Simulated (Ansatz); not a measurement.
**GeSe (Germanium monoselenide) at HF/STO-3G**

Aim: the energy change on altering one bond length of GeSe (Germanium monoselenide) at HF/STO-3G, from 2 runs. 

The results are computed with Ansatz 0.2.0.

30 further runs of the same task are left out: 30 set aside as unsound or not needed.

## (1) The system as given

The species is GeSe (2 atoms), meant as a singlet with charge 0. As SMILES, `[Ge-]#[Se+]`. The bond length is the measured one.

Bond lengths: Ge1–Se2 2.135 Å.

## (2) A single-point energy at HF/STO-3G

input.yaml reads:

```yaml
crystal:
  periodic: [false, false, false]
  atoms:
    - symbol: Ge
      position_ang: [0.000000, 0.000000, 0.000000]
    - symbol: Se
      position_ang: [0.000000, 0.000000, 2.134629]
basis:
  gaussian:
    orbitals: STO-3G
hamiltonian:
  xc: hf
accuracy: high
total_charge: 0
output: {orbitals: {seedname: orbitals}}
```

On the command line:

```console
$ ansatz run input.yaml --threads 1 --pin off --max-ram 3480MiB --events-out events.jsonl --progress --plain --runs-dir runs
```

The log of the run:

```text
Warning: RAYON_NUM_THREADS=1 ignored (pool sized by the plan → 1); use --threads N
Functional definition: HF
  name "HF"
  exchange = exact_x
  correlation = 0
448 factors; integrals over basis functions are off by at most 3.4e-8 eV
mean field evaluation 1: about -120416.2485 eV, gradient 2.0e1 eV
mean field evaluation 2: about -120416.2807 eV, gradient 2.0e1 eV
mean field evaluation 4: about -120418.9453 eV, gradient 1.1e0 eV
mean field evaluation 8: about -120418.9515 eV, gradient 2.0e-2 eV
mean field -120418.95146036 eV, -4425.3148432713 hartree, gradient 2.6e-8 eV, S^2 0.000000; 0 other end points of the search recorded, 0 dependent functions left out
reference -120418.95146036 eV, -4425.3148432713 hartree; 33, 33 occupied and 3, 3 virtual orbitals, 448 factors
Total energy: -120418.95146036 eV, -4425.3148432713 hartree
```

It took 0.28 s on 1 thread of Arm Neoverse V2, shared host.

## (3) The distorted shape

run.yaml reads:

```yaml
crystal:
  periodic: [false, false, false]
  atoms:
    - {symbol: Ge, position_ang: [0.000000, 0.000000, -0.320171]}
    - {symbol: Se, position_ang: [0.000000, 0.000000, 2.134629]}
basis:
  gaussian: {orbitals: STO-3G}
hamiltonian: {xc: hf}
accuracy: high
output: {orbitals: {seedname: orbitals}}
```

On the command line:

```console
$ ansatz run run.yaml --threads 1 --pin off --max-ram 3480MiB --events-out events.jsonl --progress --plain --runs-dir runs
```

The log of the run:

```text
Warning: RAYON_NUM_THREADS=1 ignored (pool sized by the plan → 1); use --threads N
[... 4 set-up lines as earlier in the session ...]
432 factors; integrals over basis functions are off by at most 3.0e-8 eV
mean field evaluation 1: about -120411.7111 eV, gradient 2.5e1 eV
mean field evaluation 2: about -120411.7450 eV, gradient 2.5e1 eV
mean field evaluation 4: about -120416.9615 eV, gradient 3.5e0 eV
mean field evaluation 8: about -120417.0620 eV, gradient 9.2e-4 eV
mean field -120417.05734472 eV, -4425.2452358054 hartree, gradient 4.0e-8 eV, S^2 0.000000; 0 other end points of the search recorded, 0 dependent functions left out
reference -120417.05734472 eV, -4425.2452358054 hartree; 33, 33 occupied and 3, 3 virtual orbitals, 432 factors
Total energy: -120417.05734472 eV, -4425.2452358054 hartree
```

It took 0.28 s on 1 thread of Arm Neoverse V2, shared host.

## (4) Results

At HF/STO-3G:

```
                                                           quantity           value
                                          first shape: total energy  -4425.31484 Eh
                                           first shape: HOMO energy        -6.68 eV
                                           first shape: LUMO energy         4.53 eV
                                         first shape: HOMO–LUMO gap        11.21 eV
                                      distorted shape: total energy  -4425.24524 Eh
                                       distorted shape: HOMO energy        -5.22 eV
                                       distorted shape: LUMO energy         3.69 eV
                                     distorted shape: HOMO–LUMO gap         8.91 eV
energy change with the Ge1–Se2 bond stretched from 2.135 to 2.455 Å        1.894 eV
```

**Reading.** With the Ge1–Se2 bond stretched from 2.135 to 2.455 Å the energy rises by 1.89 eV (44 kcal/mol). The first shape isn't relaxed at this level, so the change isn't measured from a minimum. The minimal basis adds a large error of its own.
